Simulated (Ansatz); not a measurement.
## BRh, space group P6_3/mmc: a single point from a YAML input

Run with Ansatz 0.2.0 through its Python package.

`scf.yaml`
```yaml
crystal:
  lattice:
    - [3.37707, 0.0, 0.0]
    - [-1.688535, 2.924629, 0.0]
    - [0.0, 0.0, 4.095685]
  atoms:
    - { symbol: B, position: [0.0, 0.0, 0.0] }
    - { symbol: B, position: [0.0, 0.0, 0.5] }
    - { symbol: Rh, position: [0.666667, 0.333333, 0.75] }
    - { symbol: Rh, position: [0.333333, 0.666667, 0.25] }
kpoints:
  mp_grid: { grid: [8, 8, 6] }
hamiltonian:
  xc: r2scan
scf:
  occupations: { method: fermi_dirac, width: 0.05 }
basis:
  ecutwfc: "37 Ry"
output:
  stress: true
  eigenvalues: true
```

The script, `yaml_run_brh.py`:
```python
'''BRh from YAML text.'''

import ansatz as az
import numpy as np
import yaml


def main() -> None:
    with open('scf.yaml') as handle:
        tree = yaml.safe_load(handle)
    print('sections:', list(tree))
    planned = az.Session.from_dict(tree).plan(threads=1, pin='off')
    out = planned.execute()
    report = out.report

    print('%-22s %14.5f eV' % ('F = E - TS', report['free_energy_ev']))
    print('%-22s %14.5f eV' % ('E', report['internal_energy_ev']))
    print('%-22s %14.5f eV' % ('Harris-Foulkes', report['harris_foulkes_ev']))
    print('%-22s %14.5f eV' % ('Fermi level', report['fermi_energy_ev']))

    fermi = report['fermi_energy_ev']
    print('levels less the Fermi level (eV) at the first k-points')
    for k, levels in list(zip(report['kpoints_frac'], report['eigenvalues_ev']))[:6]:
        print('k = ({:.3f}, {:.3f}, {:.3f})'.format(*k))
        print('   ', ' '.join(f'{e - fermi:.3f}' for e in levels))

    # pressure is a third of the trace
    print('pressure by term (GPa)')
    for term, tensor in report['stress_terms_gpa'].items():
        if np.any(tensor):
            print(f'  {term:28s} {np.trace(np.array(tensor)) / 3:12.3f}')
    print(f'  {"total":28s} {np.trace(np.array(report["stress_gpa"])) / 3:12.3f}')

    edges = report.get('band_edges_ev')
    if edges:
        print(f'band edges on the mesh: {edges[0]:.3f} and {edges[1]:.3f} eV, gap {edges[1] - edges[0]:.3f} eV')
    else:
        print('no band edges reported (a metal, or a gap too narrow for this smearing); Fermi level', round(report['fermi_energy_ev'], 3), 'eV')

    terms = report['components']
    print({name: round(terms[name], 3) for name in ('e_kinetic', 'e_hartree', 'e_xc', 'e_local', 'e_nonlocal')})

    print('doubts on the final state:', report['published_state_doubts'] or 'none')
    print('warnings:', sorted({n['data']['kind'] for n in out.notices if n['data'].get('severity') in ('warning', 'doubt')}) or 'none')


if __name__ == '__main__':
    main()
```

```console
$ python yaml_run_brh.py
sections: ['crystal', 'kpoints', 'hamiltonian', 'scf', 'basis', 'output']
DeckWarning: the atoms were moved onto the symmetric positions of the space group found under crystal.symmetry.tolerance 1.0e-5 (fractional; no operation is sought that the atoms, as they stand in a round, miss by more than twice it, and no atom is moved by as much as it), and the run uses the moved positions. Before [...]
F = E - TS               -13145.39536 eV
E                        -13145.39124 eV
Harris-Foulkes           -13145.39536 eV
Fermi level                  19.24857 eV
levels less the Fermi level (eV) at the first k-points
k = (0.000, 0.000, 0.000)
    -81.388 -81.321 -48.613 -48.613 -48.516 -48.496 -48.496 -48.137 -13.175 -8.421 -6.426 -6.426 -3.961 -3.961 -3.889 -3.471 -3.471 -2.911 -2.911 -2.382 0.111 6.114 6.114 6.845
k = (0.000, 0.000, 0.167)
    -81.384 -81.326 -48.606 -48.606 -48.504 -48.504 -48.491 -48.163 -12.932 -8.859 -6.465 -6.465 -4.413 -4.413 -3.933 -3.581 -3.581 -2.459 -2.018 -2.018 0.994 5.947 5.947 6.220
k = (0.000, 0.000, 0.333)
    -81.371 -81.338 -48.584 -48.584 -48.526 -48.526 -48.424 -48.235 -12.234 -9.936 -6.411 -6.411 -5.392 -5.392 -3.715 -2.734 -2.684 -2.684 -1.410 -1.410 2.963 5.202 5.202 5.509
k = (0.000, 0.000, -0.500)
    -81.355 -81.355 -48.555 -48.555 -48.555 -48.555 -48.331 -48.331 -11.174 -11.174 -6.072 -6.072 -6.072 -6.072 -3.216 -3.216 -1.745 -1.745 -1.745 -1.745 5.063 5.063 5.063 5.063
k = (0.000, 0.125, 0.000)
    -81.385 -81.323 -48.622 -48.622 -48.506 -48.502 -48.493 -48.149 -12.915 -8.169 -6.675 -6.180 -5.086 -4.554 -3.934 -3.889 -3.306 -2.284 -2.204 -1.421 0.513 4.587 4.892 6.745
k = (0.000, 0.125, 0.167)
    -81.381 -81.327 -48.619 -48.613 -48.517 -48.501 -48.474 -48.171 -12.685 -8.671 -6.638 -6.245 -5.232 -4.629 -3.837 -3.635 -3.512 -2.255 -1.716 -1.524 1.444 4.385 4.729 6.270
pressure by term (GPa)
  kinetic                          3288.617
  hartree                          1769.479
  ewald                           -6477.214
  local_pseudopotential            1739.990
  nonlocal_pseudopotential         -224.430
  augmentation                      530.968
  nlcc                              -59.340
  xc                               -568.892
  augmentation_tail                  -0.026
  scf_correction                     -0.001
  pulay_correction                    0.034
  total                              -0.816
no band edges reported (a metal, or a gap too narrow for this smearing); Fermi level 19.249 eV
{'e_kinetic': 1245.465, 'e_hartree': 1340.274, 'e_xc': -497.758, 'e_local': -3690.216, 'e_nonlocal': 733.096}
doubts on the final state: none
warnings: none
```
(Warnings from the package without file and line, shortened, repeats left out.)

Notes:
- Absolute energies stand on the zero of these potentials, so only differences at equal settings mean something. A total without «per atom» is that of the cell as typed.
- Spin is left out of this run.
- The energy terms are those on the plane-wave grid, with the one-centre PAW part apart; the terms shown are only some of the summands, so they needn't add up to F.
- The computed bands are complete only to about 2.7 eV above the Fermi level.
- The mesh is modest for a metal, so energies can be off by several to tens of meV an atom and pressures by half a GPa or more; differences at equal mesh fare better.
- Only differences from the Fermi energy are physical; the zero of the scale is a convention.
- Pressure is positive in compression.
- This cell is a computed structure, which may not be the phase found in nature.
- Levels are Kohn-Sham eigenvalues on this mesh, without spin-orbit coupling.
- Wall time of the script: 3.5 s on 1 thread of Intel(R) Xeon(R) Platinum 8488C (Sapphire Rapids) (shared host), peak memory 0.5 GiB.

(Lines on the test bed's own set-up are left out of the output.)
